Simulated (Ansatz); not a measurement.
TaTl:

```
Ta Tl
1.0
     3.62212    0.00000    0.00000
     0.00000    3.62212    0.00000
     0.00000    0.00000    3.62212
Ta Tl
1 1
Direct
  0.00000 0.00000 0.00000
  0.50000 0.50000 0.50000
```

The cell was built by a generator and needn't be a form met in nature.

Base run:

```yaml
Program: Ansatz 0.2.0
Functional: revPBE
Potentials_or_basis: Ansatz PAW
Cutoff: 420 eV
Density_cutoff: 1680 eV
k_mesh: 7 × 7 × 7
Occupations: fermi-dirac, width 0.05 eV
Spin: no spin polarisation
```

Its results: band gap on the k mesh none (metal or under the smearing width); pressure -11.9 GPa.

Q: The run is repeated on the same cell with these changes: functional from revPBE to PBEsol. What comes out?

A: Band gap on the k mesh none (metal or under the smearing width); pressure -17.8 GPa.

PBEsol binds more tightly than revPBE, so the same cell stands under less pressure.

Caveats: the PAW data sets come from PBE, with cores solved anew for the run's functional, which leaves a small shift of forces and pressure; the potentials were made for another functional, which shifts forces and pressure (some runs).

Not every run made on this cell is shown here.
